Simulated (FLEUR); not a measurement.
# GdO (F-43m) in FLEUR: single point with PBEsol+U

Aim: the single point of GdO with PBEsol+U.

All numbers are computed with FLEUR MaX-R8.1 (later development tree); they aren't measurements. Logs are shortened: lines on timing, memory, paths and dates and some standing lists are left out, and cuts for length are marked.

## (1) The structure

The structure is cubic, space group F-43m (No. 216). Conventional cell: a = 5.400 Å, b = 5.400 Å, c = 5.400 Å, α = 90.00°, β = 90.00°, γ = 90.00°. Gd (site symmetry -43m) has 4 O at 2.34 Å as nearest neighbours. O (site symmetry -43m) is surrounded by 4 Gd at 2.34 Å.

The cell comes from a database or a generator and needn't be the stable form of this composition.

## (2) Single point, PBEsol+U, collinear spin, ferromagnetic start

Contents of inp.xml:

```xml
<?xml version="1.0" encoding="UTF-8" standalone="no"?>
<fleurInput fleurInputVersion="0.39">
   <comment>
      GdO                                                                                                 
   </comment>
   <calculationSetup>
      <cutoffs Kmax="4.47" Gmax="13.9" GmaxXC="13.9" numbands="0"/>
      <scfLoop itmax="100" minDistance="0.0002" maxIterBroyd="50" imix="Anderson" alpha="0.05" precondParam="0.0" spinf="2.0" sdNocoIR="T"/>
      <coreElectrons ctail="T" frcor="F" kcrel="0" coretail_lmax="0"/>
      <xcFunctional name="PBEs" relativisticCorrections="F"/>
      <magnetism jspins="2"/>
      <soc l_soc="F" theta="0.0" phi="0.0" spav="F"/>
      <expertModes spex="0" secvar="F"/>
      <geometryOptimization l_f="F" forcealpha="1.0" forcemix="BFGS" epsdisp="0.00001" epsforce="0.00001"/>
      <ldaU l_linMix="F" mixParam="0.05" spinf="1.0"/>
   </calculationSetup>
   <cell>
      <bzIntegration valenceElectrons="24.0" mode="gauss" fermiSmearingEnergy="0.00183747">
         <kPointListSelection listName="default-1"/>
         <!-- k-points included here -->
         <xi:include xmlns:xi="http://www.w3.org/2001/XInclude" href="kpts.xml"> </xi:include>
      </bzIntegration>
      <!-- symmetry operations included here -->
      <xi:include xmlns:xi="http://www.w3.org/2001/XInclude" href="sym.xml"> </xi:include>
      <bulkLattice scale="1.0">
         <bravaisMatrix>
            <row-1>    0.0000000000000000     5.1022605364200002     5.1022605364200002</row-1>
            <row-2>    5.1022605364200002     0.0000000000000000     5.1022605364200002</row-2>
            <row-3>    5.1022605364200002     5.1022605364200002     0.0000000000000000</row-3>
         </bravaisMatrix>
      </bulkLattice>
   </cell>
   <atomSpecies>
      <species name="Gadolinium7.000" element="Gd" atomicNumber="64">
         <mtSphere radius="2.48" gridPoints="819" logIncrement="0.016"/>
         <atomicCutoffs lmax="10" lnonsphr="10"/>
         <electronConfig flipSpins="F">
            <coreConfig>(1s1/2) (2s1/2) (2p1/2) (2p3/2) (3s1/2) (3p1/2) (3p3/2) (4s1/2) (3d3/2) (3d5/2) (4p1/2) (4p3/2) (4d3/2) (4d5/2)</coreConfig>
            <valenceConfig>(5s1/2) (5p1/2) (5p3/2) (6s1/2) (4f5/2) (4f7/2) (5d3/2) (5d5/2)</valenceConfig>
            <stateOccupation state="(4f5/2)" spinUp="2.5" spinDown="0.5"/>
            <stateOccupation state="(4f7/2)" spinUp="4.0" spinDown="0.0"/>
            <stateOccupation state="(5d3/2)" spinUp="0.4" spinDown="0.0"/>
            <stateOccupation state="(5d5/2)" spinUp="0.6" spinDown="0.0"/>
         </electronConfig>
         <energyParameters s="6" p="5" d="5" f="4"/>
         <ldaU l="3" U="1" J="0.0" l_amf="F"/>
         <lo type="SCLO" l="0" n="5" eDeriv="0"/>
         <lo type="HELO" l="1" n="6" eDeriv="0"/>
         <lo type="HELO" l="1" n="6" eDeriv="1"/>
         <lo type="SCLO" l="2" n="5" eDeriv="2"/>
      </species>
      <species name="Oxygen (O)" element="O" atomicNumber="8">
         <mtSphere radius="1.61" gridPoints="533" logIncrement="0.02"/>
         <atomicCutoffs lmax="8" lnonsphr="8"/>
         <electronConfig flipSpins="F">
            <coreConfig>(1s1/2)</coreConfig>
            <valenceConfig>(2s1/2) (2p1/2) (2p3/2)</valenceConfig>
            <stateOccupation state="(2p1/2)" spinUp="0.666667" spinDown="0.666667"/>
            <stateOccupation state="(2p3/2)" spinUp="1.333333" spinDown="1.333333"/>
         </electronConfig>
         <energyParameters s="2" p="2" d="3" f="4"/>
         <lo type="SCLO" l="0" n="2" eDeriv="2"/>
         <lo type="SCLO" l="1" n="2" eDeriv="2"/>
         <lo type="SCLO" l="2" n="3" eDeriv="2"/>
      </species>
   </atomSpecies>
   <atomGroups>
      <atomGroup species="Gadolinium7.000">
         <relPos label="                   1">.0000000000 .0000000000 .0000000000</relPos>
         <force calculate="T" relaxXYZ="TTT"/>
      </atomGroup>
      <atomGroup species="Oxygen (O)">
         <relPos label="                   2">1.000/4.000 1.000/4.000 1.000/4.000</relPos>
         <force calculate="T" relaxXYZ="TTT"/>
      </atomGroup>
   </atomGroups>
   <output dos="F" band="F" slice="F">
      <checks vchk="F" cdinf="F"/>
      <bandDOS minEnergy="-.5*Htr" maxEnergy="0.5*Htr" sigma="0.015" storeEVData="T"/>
      <vacuumDOS vacdos="F" integ="F" star="F" nstars="0" locx1="0.0" locy1="0.0" locx2="0.0" locy2="0.0" nstm="0" tworkf="0.0"/>
      <unfoldingBand unfoldBand="F" supercellX="1" supercellY="1" supercellZ="1"/>
      <plotting iplot="0" polar="F">
         <plot TwoD="T" vec1="  1.0  0.0  0.0" vec2="  0.0  1.0  0.0" vec3="  0.0  0.0  1.0" zero="  0.0  0.0  0.0" file="plot"/>
      </plotting>
      <chargeDensitySlicing numkpt="0" minEigenval="0.0" maxEigenval="0.0" nnne="0" pallst="F"/>
      <specialOutput eonly="F"/>
      <moessbauerParams electricFieldGradient="T" isomerShift="T" coreHyperfine="T" valenceHyperfine="T"/>
      <magneticCircularDichroism mcd="F" energyLo="-10.0" energyUp="0.0"/>
   </output>
  <!-- We include the file relax.xml here to enable relaxations (see documentation) -->
  <xi:include xmlns:xi="http://www.w3.org/2001/XInclude" href="relax.xml"> <xi:fallback/> </xi:include>
</fleurInput>
```

Contents of crystal.txt:

```
GdO
&input cartesian=F /
0.0000000000  2.7000000000  2.7000000000
2.7000000000  0.0000000000  2.7000000000
2.7000000000  2.7000000000  0.0000000000
1.8897261246
1.0 1.0 1.0

2
64 0.0000000000  0.0000000000  0.0000000000 : 7.000
8 0.2500000000  0.2500000000  0.2500000000

&kpt div1=6 div2=6 div3=6 gamma=T /
```

Potentials or basis: all-electron, FLAPW.

Command:

```console
inpgen -f crystal.txt -profile fastHighL
# inp.xml edited to the form shown
fleur_MPI
```

The program printed:

```text
Welcome to FLEUR        (www.flapw.de)
      MaX-Release 8.1          (www.max-centre.eu)

 ========== k-point set info ==========
 Selected k-point list: default-1
 k-point list type: mesh
 6 x 6 x 6
 Number of k points: 16

 ------------Calculation Setup---------------------------
 Number of MPI-tasks      :            1
 Number of PE/node        :            1
 Number of OMP-threads    :            1
 Most efficient MPI parallelization for:
           1           2           4           8          16
 Additional eigenvalue parallelization possible
 Number of basis functions:          451
 Approximate size of matrices (H+S) per k-point:         0.006 GB
 --------------------------------------------------------
 no density matrix found ... skipping LDA+U
 Reset of history
 Iteration:     1   Distance:      23.68132216 me/bohr^3
 Iteration:     2   Distance:      19.17913158 me/bohr^3
 Iteration:     3   Distance:      17.61754527 me/bohr^3
 Iteration:     4   Distance:      13.28627051 me/bohr^3
 Iteration:     5   Distance:      11.25750453 me/bohr^3
 Iteration:     6   Distance:       8.31929729 me/bohr^3
 Iteration:     7   Distance:       4.16509433 me/bohr^3
 Iteration:     8   Distance:       3.88499332 me/bohr^3
 Iteration:     9   Distance:       3.90873747 me/bohr^3
 Iteration:    10   Distance:       1.70480908 me/bohr^3
[... 4 lines left out ...]
 Iteration:    15   Distance:       0.49471300 me/bohr^3
 Iteration:    16   Distance:       0.51677833 me/bohr^3
 Iteration:    17   Distance:       0.24460186 me/bohr^3
 Iteration:    18   Distance:       0.21042836 me/bohr^3
 Iteration:    19   Distance:       0.01044753 me/bohr^3
 Iteration:    20   Distance:       0.01131210 me/bohr^3
 Iteration:    21   Distance:       0.00167522 me/bohr^3
 Iteration:    22   Distance:       0.01169125 me/bohr^3
 Iteration:    23   Distance:       0.00414510 me/bohr^3
 Iteration:    24   Distance:       0.00012517 me/bohr^3

 ********************************************************************
 Run finished successfully
 Stop message:
   all done
 ********************************************************************
```

Wall time 89 s (1 thread of Arm Neoverse V2, shared host); peak memory 0.09 GiB.

Results:

| Item | Value |
| --- | --- |
| Free energy | -308899.7905 eV |
| Net moment | 7.74 μB per cell |
| Site moments | Gd +7.12; O -0.00 μB |
| Valence electrons inside the program's atomic spheres | Gd 15.39; O 5.15 (radii Gd 2.48, O 1.61 bohr) |

Eigenvalues of the final occupation matrices:
```tsv
site	spin	trace	eigenvalues
atom type 1	1	6.93	0.99 0.99 0.99 0.99 0.99 0.99 0.99
atom type 1	2	0.10	0.01 0.01 0.01 0.01 0.01 0.01 0.07
```

Core levels (eV from the Fermi level):
| atom | levels |
| --- | --- |
| 1 Gd | 1s1/2 -50025.1, 2s1/2 -8250.6, 2p1/2 -7834.3, 2p3/2 -7138.9, 3s1/2 -1825.0, 3p1/2 -1644.5, 3p3/2 -1502.0, 4s1/2 -364.9, 3d3/2 -1190.1, 3d5/2 -1159.1, 4p1/2 -294.7, 4p3/2 -262.9, 4d3/2 -147.3, 4d5/2 -141.5 |
| 2 O | 1s1/2 -505.4 |

Caveat: with Gaussian smearing the program prints no entropy term, so the energy of a metal isn't a free energy; spin-orbit coupling is left out, which moves the levels of the heavy elements; a cell with one magnetic atom can't hold antiferromagnetic order, which such compounds often take. The state reached can hang on the start; a lower one may exist.
